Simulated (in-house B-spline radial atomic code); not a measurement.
# Excited states and polarisability of Ce⁴⁸⁺ by several methods

How far do the methods of linear response differ for Ce⁴⁸⁺? Each gives excitation energies, polarisability and C6.

Program: in-house B-spline radial atomic code version 1. Level of theory: linear response of a closed shell, each method with its own adiabatic kernel; spin-free one-electron X2C, finite nucleus; B-spline basis; no spin-orbit coupling, no double excitations; only terms of natural parity, (−1)^L, with L up to 3 are computed. These are calculated values, not measurements, unless marked.

### 1 The atom as given

| Item | Value |
| --- | --- |
| element | cerium (Z = 58) |
| charge | +48 |
| configuration | [He] 2s2 2p6 |
| runs | TDHF; PBE; BSE on G0W0@HF; LC-ωPBE; exchange-only LDA; BLYP |

Outer shells as boxes (Hund's rule):

Ce⁴⁸⁺
```
[He] core
2s [↑↓]
2p [↑↓][↑↓][↑↓]
```

Rows of excitations, here in order of energy, give L, multiplicity, 0 for full response or 1 for Tamm-Dancoff, hole, particle, weight of that channel, energy (hartree) and multipole strength; threshold is minus the highest occupied level of the method. polarisability lists the dipole (1), quadrupole (2) and octupole (3) values; f_sum adds the dipole strengths of the shells that respond, at most the outer three principal shells; real and imaginary give α at real and imaginary frequencies.

### 2 TDHF

Settings, as recorded:

```ini
Z = 58
electrons = 10.0
configuration = [He] 2s2 2p6
hamiltonian = x2c
method = hf
box_radius = 2.74
rms_radius = 4.8771
intervals = 63
```

Command:

```console
python run_td.py task.json out
```

The settings of every run stand in task.json; they run in order.

From the run's result record (rounded, not every field):

```text
status: converged
c6 [hartree bohr^6]: 3.144875e-06
f_sum: 9.48657
imaginary [hartree, bohr^3]:
  u: [0.0, 10.3, 24.0, 41.2, 68.6, 103.0, 154.0, 240.0, 343.0, 514.0, 858.0, 1720.0]
  alpha: [0.000135897, 0.000135595, 0.000134276, 0.000131236, 0.000123774, 0.00011151, 9.18107e-05, 6.38644e-05, 4.21964e-05, 2.36076e-05, 1.00747e-05, 2.84693e-06]
real [hartree, bohr^3]: {"omega": [18.7, 46.8, 74.8, 103.0, 131.0, 150.0, 168.0], "alpha": [0.000136903, 0.000142476, 0.000154217, 0.000176006, 0.00021755, 0.000272407, 0.000382912]}
excitations:
  - [1, 3, 0, "2p", "3s", 0.999, 186.762, 0.0]
  - [1, 3, 1, "2p", "3s", 0.999, 186.764, 0.0]
  - [1, 1, 0, "2p", "3s", 0.999, 187.103, 0.19425]
  - [1, 1, 1, "2p", "3s", 0.999, 187.105, 0.19294]
  - [0, 3, 0, "2p", "3p", 0.996, 193.046, 0.0]
  - [0, 3, 1, "2p", "3p", 0.996, 193.051, 0.0]
  - [2, 3, 0, "2p", "3p", 1.0, 193.603, 0.0]
  - [2, 3, 1, "2p", "3p", 1.0, 193.605, 0.0]
  - [2, 1, 0, "2p", "3p", 1.0, 193.895, 0.01475]
  - [2, 1, 1, "2p", "3p", 1.0, 193.896, 0.014717]
  - [0, 1, 0, "2p", "3p", 0.999, 196.272, 0.0]
  - [0, 1, 1, "2p", "3p", 0.999, 196.314, 0.0]
  - [1, 3, 0, "2p", "3d", 0.999, 200.001, 0.0]
  - [1, 3, 1, "2p", "3d", 0.999, 200.002, 0.0]
  - [3, 3, 0, "2p", "3d", 1.0, 200.263, 0.0]
  - [3, 3, 1, "2p", "3d", 1.0, 200.266, 0.0]
  - [3, 1, 0, "2p", "3d", 1.0, 200.633, 0.00085393]
  - [3, 1, 1, "2p", "3d", 1.0, 200.634, 0.00085324]
  - [1, 1, 0, "2p", "3d", 0.998, 202.216, 3.5471]
  - [1, 1, 1, "2p", "3d", 0.998, 202.238, 3.6031]
  - [0, 3, 0, "2s", "3s", 0.996, 210.999, 0.0]
  - [0, 3, 1, "2s", "3s", 0.996, 211.0, 0.0]
  - [0, 1, 0, "2s", "3s", 0.999, 211.774, 0.0]
  - [0, 1, 1, "2s", "3s", 0.999, 211.785, 0.0]
  - [1, 3, 0, "2s", "3p", 0.998, 217.9, 0.0]
  - [1, 3, 1, "2s", "3p", 0.998, 217.901, 0.0]
  - [1, 1, 0, "2s", "3p", 0.999, 218.172, 0.50084]
  - [1, 1, 1, "2s", "3p", 0.999, 218.172, 0.50026]
  - [2, 3, 0, "2s", "3d", 0.999, 224.487, 0.0]
  - [2, 3, 1, "2s", "3d", 0.999, 224.488, 0.0]
  - "... 66 more rows left out ..."
polarisability [au]: {"1": 0.0001358974, "2": 2.138539e-06, "3": 5.082392e-08}
threshold [hartree]: 337.332
highest [hartree]: ["2p", -337.332]
lowest_empty [hartree]: -145.7615
responding_from_n: 1
orbital_gaps [hartree]: {"2p-3s": 191.5705, "2p-3p": 198.6778, "2p-3d": 205.8301, "2p-4f": 265.0121}
```

It took 0.2 s on 1 thread of Intel Xeon Platinum 8375C at 2.90GHz (Ice Lake), shared host; peak memory 0.13 GiB.

The first dipole-allowed state is 2p→3s ¹P, 5091.3 eV (f = 0.194). Without spin-orbit coupling the levels of so heavy an atom are a model. α = 0.0001359 bohr³.

The same in eV, as far as full and Tamm-Dancoff orders agree and the box is not felt:

```csv
state,weight,full (eV),Tamm-Dancoff (eV),f
2p→3s ³P,1.00,5082.0,5082.1,-
2p→3s ¹P,1.00,5091.3,5091.4,0.194
2p→3p ³S,1.00,5253.1,5253.2,-
2p→3p ³D,1.00,5268.2,5268.3,-
2p→3p ¹D,1.00,5276.2,5276.2,-
2p→3p ¹S,1.00,5340.8,5342.0,-
2p→3d ³P,1.00,5442.3,5442.3,-
2p→3d ³F,1.00,5449.4,5449.5,-
2p→3d ¹F,1.00,5459.5,5459.5,-
2p→3d ¹P,1.00,5502.6,5503.2,3.55
2s→3s ³S,1.00,5741.6,5741.6,-
2s→3s ¹S,1.00,5762.7,5763.0,-
2s→3p ³P,1.00,5929.3,5929.4,-
2s→3p ¹P,1.00,5936.8,5936.8,0.501
```

### 3 PBE

Settings: those of step 2 with these lines changed.

```diff
@@ -4,3 +4,3 @@
 hamiltonian = x2c
-method = hf
+method = pbe,pbe
 box_radius = 2.74
```

From the record:

```text
status: converged
c6 [hartree bohr^6]: 3.169362e-06
f_sum: 9.48664
excitations:
  - [1, 3, 0, "2p", "3s", 1.0, 185.058, 0.0]
  - [1, 3, 1, "2p", "3s", 1.0, 185.058, 0.0]
  - [1, 1, 0, "2p", "3s", 0.999, 185.385, 0.17139]
  - [1, 1, 1, "2p", "3s", 0.999, 185.387, 0.17002]
  - [0, 3, 0, "2p", "3p", 1.0, 191.62, 0.0]
  - [0, 3, 1, "2p", "3p", 1.0, 191.622, 0.0]
  - [2, 3, 0, "2p", "3p", 1.0, 191.883, 0.0]
  - [2, 3, 1, "2p", "3p", 1.0, 191.883, 0.0]
  - [2, 1, 0, "2p", "3p", 1.0, 192.167, 0.014013]
  - [2, 1, 1, "2p", "3p", 1.0, 192.167, 0.013999]
  - [0, 1, 0, "2p", "3p", 0.991, 194.589, 0.0]
  - [0, 1, 1, "2p", "3p", 0.992, 194.635, 0.0]
  - [1, 3, 0, "2p", "3d", 1.0, 198.617, 0.0]
  - [1, 3, 1, "2p", "3d", 1.0, 198.618, 0.0]
  - [3, 3, 0, "2p", "3d", 1.0, 198.704, 0.0]
  - [3, 3, 1, "2p", "3d", 1.0, 198.705, 0.0]
  - "... 80 more rows left out ..."
polarisability [au]: {"1": 0.0001366828, "2": 2.164442e-06, "3": 5.16565e-08}
threshold [hartree]: 332.6175
highest [hartree]: ["2p", -332.6175]
lowest_empty [hartree]: -147.4059
orbital_gaps [hartree]: {"2p-3s": 185.2116, "2p-3p": 192.129, "2p-3d": 199.0595, "2p-4f": 259.5664}
```

It took 0.2 s on 1 thread of Intel Xeon Platinum 8375C at 2.90GHz (Ice Lake), shared host; peak memory 0.13 GiB.

Lowest ¹P state: 2p→3s ¹P at 5044.6 eV, oscillator strength 0.171. Without spin-orbit coupling the levels of so heavy an atom are a model. α = 0.0001367 bohr³.

### 4 BSE on G0W0@HF

Settings: those of step 3 with these lines changed.

```diff
@@ -4,3 +4,3 @@
 hamiltonian = x2c
-method = pbe,pbe
+method = bse
 box_radius = 2.74
```

From the record:

```text
status: converged
c6 [hartree bohr^6]: 3.143879e-06
f_sum: 9.48914
excitations:
  - [1, 3, 0, "2p", "3s", 0.999, 186.708, 0.0]
  - [1, 3, 1, "2p", "3s", 1.0, 186.71, 0.0]
  - [1, 1, 0, "2p", "3s", 0.999, 187.049, 0.19305]
  - [1, 1, 1, "2p", "3s", 0.999, 187.05, 0.19177]
  - [0, 3, 0, "2p", "3p", 0.996, 193.013, 0.0]
  - [0, 3, 1, "2p", "3p", 0.996, 193.017, 0.0]
  - [2, 3, 0, "2p", "3p", 1.0, 193.553, 0.0]
  - [2, 3, 1, "2p", "3p", 1.0, 193.555, 0.0]
  - "... 88 more rows left out ..."
polarisability [au]: {"1": 0.0001358762, "2": 2.138408e-06, "3": 5.082549e-08}
threshold [hartree]: 337.2661
highest [hartree]: ["2p", -337.332]
lowest_empty [hartree]: -145.7615
orbital_gaps [hartree]: {"2p-3s": 191.5705, "2p-3p": 198.6778, "2p-3d": 205.8301, "2p-4f": 265.0121}
```

Run time: 1.5 s. Hardware: 1 thread of Intel Xeon Platinum 8375C at 2.90GHz (Ice Lake), shared host; peak memory 0.13 GiB.

Lowest ¹P state: 2p→3s ¹P at 5089.9 eV, oscillator strength 0.193. Without spin-orbit coupling the levels of so heavy an atom are a model. α = 0.0001359 bohr³.

### 5 LC-ωPBE

Settings: those of step 4 with these lines changed.

```diff
@@ -4,3 +4,3 @@
 hamiltonian = x2c
-method = bse
+method = lc_wpbe
 box_radius = 2.74
```

From the record:

```text
status: converged
c6 [hartree bohr^6]: 3.170328e-06
f_sum: 9.48664
excitations:
  - [1, 3, 0, "2p", "3s", 1.0, 185.017, 0.0]
  - [1, 3, 1, "2p", "3s", 1.0, 185.017, 0.0]
  - [1, 1, 0, "2p", "3s", 0.999, 185.344, 0.17117]
  - [1, 1, 1, "2p", "3s", 0.999, 185.346, 0.16981]
  - [0, 3, 0, "2p", "3p", 1.0, 191.594, 0.0]
  - [0, 3, 1, "2p", "3p", 1.0, 191.595, 0.0]
  - [2, 3, 0, "2p", "3p", 1.0, 191.851, 0.0]
  - [2, 3, 1, "2p", "3p", 1.0, 191.852, 0.0]
  - "... 88 more rows left out ..."
polarisability [au]: {"1": 0.0001367126, "2": 2.165042e-06, "3": 5.168132e-08}
threshold [hartree]: 332.814
highest [hartree]: ["2p", -332.814]
lowest_empty [hartree]: -147.1921
orbital_gaps [hartree]: {"2p-3s": 185.6218, "2p-3p": 192.5455, "2p-3d": 199.4763, "2p-4f": 259.9217}
```

Run time: 0.4 s. Hardware: 1 thread of Intel Xeon Platinum 8375C at 2.90GHz (Ice Lake), shared host; peak memory 0.13 GiB.

The first dipole-allowed state is 2p→3s ¹P, 5043.5 eV (f = 0.171). Without spin-orbit coupling the levels of so heavy an atom are a model. α = 0.0001367 bohr³.

### 6 exchange-only LDA

Settings: those of step 5 with these lines changed.

```diff
@@ -4,3 +4,3 @@
 hamiltonian = x2c
-method = lc_wpbe
+method = lda,
 box_radius = 2.74
```

From the record:

```text
status: converged
c6 [hartree bohr^6]: 3.175813e-06
f_sum: 9.48719
excitations:
  - [1, 3, 0, "2p", "3s", 1.0, 185.168, 0.0]
  - [1, 3, 1, "2p", "3s", 1.0, 185.168, 0.0]
  - [1, 1, 0, "2p", "3s", 0.999, 185.497, 0.1752]
  - [1, 1, 1, "2p", "3s", 0.999, 185.499, 0.17371]
  - [0, 3, 0, "2p", "3p", 1.0, 191.596, 0.0]
  - [0, 3, 1, "2p", "3p", 1.0, 191.598, 0.0]
  - [2, 3, 0, "2p", "3p", 1.0, 191.946, 0.0]
  - [2, 3, 1, "2p", "3p", 1.0, 191.947, 0.0]
  - "... 88 more rows left out ..."
polarisability [au]: {"1": 0.0001368606, "2": 2.168566e-06, "3": 5.172836e-08}
threshold [hartree]: 332.3258
highest [hartree]: ["2p", -332.3258]
lowest_empty [hartree]: -146.9904
orbital_gaps [hartree]: {"2p-3s": 185.3354, "2p-3p": 192.1754, "2p-3d": 199.0395, "2p-4f": 259.4863}
```

Wall time 0.3 s (1 thread of Intel Xeon Platinum 8375C at 2.90GHz (Ice Lake), shared host); peak memory 0.13 GiB.

Lowest ¹P state: 2p→3s ¹P at 5047.6 eV, oscillator strength 0.175. Without spin-orbit coupling the levels of so heavy an atom are a model. α = 0.0001369 bohr³.

### 7 BLYP

Settings: those of step 6 with these lines changed.

```diff
@@ -4,3 +4,3 @@
 hamiltonian = x2c
-method = lda,
+method = b88,lyp
 box_radius = 2.74
```

From the record:

```text
status: converged
c6 [hartree bohr^6]: 3.167971e-06
f_sum: 9.48658
excitations:
  - [1, 3, 0, "2p", "3s", 1.0, 184.266, 0.0]
  - [1, 3, 1, "2p", "3s", 1.0, 184.267, 0.0]
  - [1, 1, 0, "2p", "3s", 1.0, 184.773, 0.15541]
  - [1, 1, 1, "2p", "3s", 1.0, 184.776, 0.15409]
  - [0, 3, 0, "2p", "3p", 1.0, 190.82, 0.0]
  - [0, 3, 1, "2p", "3p", 1.0, 190.823, 0.0]
  - [2, 3, 0, "2p", "3p", 1.0, 191.151, 0.0]
  - [2, 3, 1, "2p", "3p", 1.0, 191.152, 0.0]
  - [2, 1, 0, "2p", "3p", 1.0, 191.643, 0.013578]
  - [2, 1, 1, "2p", "3p", 1.0, 191.645, 0.013577]
  - [0, 1, 0, "2p", "3p", 0.988, 194.195, 0.0]
  - [0, 1, 1, "2p", "3p", 0.988, 194.242, 0.0]
  - "... 84 more rows left out ..."
polarisability [au]: {"1": 0.0001366431, "2": 2.163895e-06, "3": 5.165939e-08}
threshold [hartree]: 332.6541
highest [hartree]: ["2p", -332.6541]
lowest_empty [hartree]: -148.1889
orbital_gaps [hartree]: {"2p-3s": 184.4652, "2p-3p": 191.4549, "2p-3d": 198.7275, "2p-4f": 257.1107}
```

Wall time 0.3 s (1 thread of Intel Xeon Platinum 8375C at 2.90GHz (Ice Lake), shared host); peak memory 0.13 GiB.

Lowest ¹P state: 2p→3s ¹P at 5027.9 eV, oscillator strength 0.155. Without spin-orbit coupling the levels of so heavy an atom are a model. α = 0.0001366 bohr³.

### 8 All runs together

```tsv
run	threshold (eV)	2p→3s ¹P (eV)	2p→3s ³P, Tamm-Dancoff (eV)	α (bohr³)	C6 (hartree bohr⁶)	time
TDHF	9179.3	5091.3	5082.1	0.0001359	3.145e-06	0.2 s
PBE	9051.0	5044.6	5035.7	0.0001367	3.169e-06	0.2 s
BSE on G0W0@HF	9177.5	5089.9	5080.6	0.0001359	3.144e-06	1.5 s
LC-ωPBE	9056.3	5043.5	5034.6	0.0001367	3.170e-06	0.4 s
exchange-only LDA	9043.0	5047.6	5038.7	0.0001369	3.176e-06	0.3 s
BLYP	9052.0	5027.9	5014.2	0.0001366	3.168e-06	0.3 s
```

α runs from 0.000136 (BSE on G0W0@HF) to 0.000137 bohr³ (exchange-only LDA). The semilocal functionals put the threshold at 9043.0 to 9052.0 eV, under Hartree-Fock's 9179.3 eV, through self-interaction. In this BSE only levels near the gap carry their own quasi-particle shift; deeper ones move rigidly and higher empty ones not at all. Spin-orbit coupling, absent here, splits and mixes these terms strongly in an ion this highly charged, so they need not match single real levels.
